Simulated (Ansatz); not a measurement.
# AlClH₆Si₂: up Jacob's ladder to CCSD(T)

One table from this session's results is given with a row withheld; the runs are named, their logs left out.

The runs use Ansatz 0.2.0, Gaussian basis; functionals in def2-TZVPP, the program's frozen cores in correlated methods.

The runs, in order: LDA (SPW92), PBE-D4, revPBE-D4, BLYP-D4, r2SCAN-D4, B97M-V, PBE0-D4, B3LYP-D4, r2SCANh-D4, r2SCAN0-D4, HSE06-D4, BHLYP-D4, CAM-B3LYP-D4, LC-ωPBE, ωB97X-V, ωB97M-V, B2PLYP, PBE-QIDH; CCSD(T)/def2-SVP; CCSD(T)/def2-TZVPP; MP2/def2-QZVPP; extrapolation to the limit; RPA on PBE.

## The geometry

The geometry comes from an earlier relaxation with PBE0-D4 in a triple-zeta def2 set; it is a stationary point, not always the lowest conformer.

SMILES `[AlH2][SiH2][SiH2]Cl`, 10 atoms, charge 0, spin multiplicity 1.

Atoms are counted from 1 here; the program's logs count them from 0.

Bond lengths: Al1–Si2 2.475 Å, Al1–H5 1.586 Å, Al1–H6 1.587 Å, Si2–Si3 2.335 Å, Si2–H7 1.490 Å, Si2–H8 1.489 Å, Si3–Cl4 2.160 Å, Si3–H9 1.484 Å, Si3–H10 1.484 Å. Angles: Si2–Al1–H5 117.9°, Si2–Al1–H6 117.0°, H5–Al1–H6 122.3°, Al1–Si2–Si3 87.3°, Al1–Si2–H7 120.4°, Al1–Si2–H8 121.2°, Si3–Si2–H7 107.5°, Si3–Si2–H8 107.8°, H7–Si2–H8 108.6°, Si2–Si3–Cl4 97.7°, Si2–Si3–H9 119.5°, Si2–Si3–H10 120.8°, Cl4–Si3–H9 102.9°, Cl4–Si3–H10 102.8°, H9–Si3–H10 108.9°.

Set-up of the first run:

Contents of in.yaml:

```yaml
crystal:
  periodic: [false, false, false]
  atoms:
    - {symbol: Al, position_ang: [-1.367000, 0.699784, -0.997965]}
    - {symbol: Si, position_ang: [-0.333382, -1.299182, 0.032976]}
    - {symbol: Si, position_ang: [1.345789, 0.116388, 0.826749]}
    - {symbol: Cl, position_ang: [0.651191, 1.938055, -0.102738]}
    - {symbol: H, position_ang: [-1.170199, 0.915937, -2.556986]}
    - {symbol: H, position_ang: [-2.526291, 1.412616, -0.182512]}
    - {symbol: H, position_ang: [0.319049, -2.334608, -0.816419]}
    - {symbol: H, position_ang: [-0.955458, -1.971799, 1.207369]}
    - {symbol: H, position_ang: [1.381651, 0.471373, 2.267458]}
    - {symbol: H, position_ang: [2.737850, 0.000137, 0.324966]}
basis:
  gaussian: {orbitals: def2-TZVPP}
hamiltonian: {xc: lda}
output: {orbitals: {seedname: orbitals}}
```

Command:

```
> ansatz run in.yaml --threads 2 --pin off --events-out ev --progress --plain --max-ram 4352MiB
```

Among the steps run: LDA; PBE-D4 (GGA); revPBE-D4 (GGA); BLYP-D4 (GGA); r2SCAN-D4 (meta-GGA); B97M-V (meta-GGA); PBE0-D4 (hybrid); B3LYP-D4 (hybrid); r2SCANh-D4 (hybrid); r2SCAN0-D4 (hybrid); HSE06-D4 (hybrid); BHLYP-D4 (hybrid); CAM-B3LYP-D4 (range-separated); LC-ωPBE (range-separated); ωB97X-V (range-separated); ωB97M-V (range-separated); B2PLYP (double hybrid); PBE-QIDH (double hybrid).

One table of the session follows, with a row left open; its other results are not shown here.

It belongs to the step «Frontier levels by functional». 

```
  functional  HOMO (eV)  LUMO (eV)  gap (eV)
 LDA (SPW92)      -6.29      -2.41      3.88
      PBE-D4      -6.21      -2.19      4.02
   revPBE-D4      -6.17      -2.09      4.08
     BLYP-D4      -6.06      -2.00      4.06
   r2SCAN-D4      -6.43      -1.93      4.50
      B97M-V      -6.53      -2.08      4.45
     PBE0-D4      -7.21      -1.39      5.82
    B3LYP-D4      -7.02      -1.54      5.49
  r2SCANh-D4      -6.80      -1.65      5.15
  r2SCAN0-D4      -7.36      -1.25      6.11
    HSE06-D4      -6.83      -1.76      5.06
    BHLYP-D4          ?          ?         ?
CAM-B3LYP-D4      -8.42      -0.36      8.06
     LC-ωPBE      -9.69       0.67     10.36
     ωB97X-V      -9.38       0.57      9.95
     ωB97M-V      -9.16       0.30      9.46
```

Q: Estimate the row for BHLYP-D4 from the others.

Worked estimate for «HOMO (eV)». Against the share of exact exchange, BLYP-D4 (0, -6.06), B3LYP-D4 (0.2, -7.02) give a slope of -4.80 per unit share; at 0.5 the line stands at -8.46.

**Answer.** HOMO (eV): -8.11; LUMO (eV): -0.49; gap (eV): 7.62. In «HOMO (eV)» the line misses by -0.35.
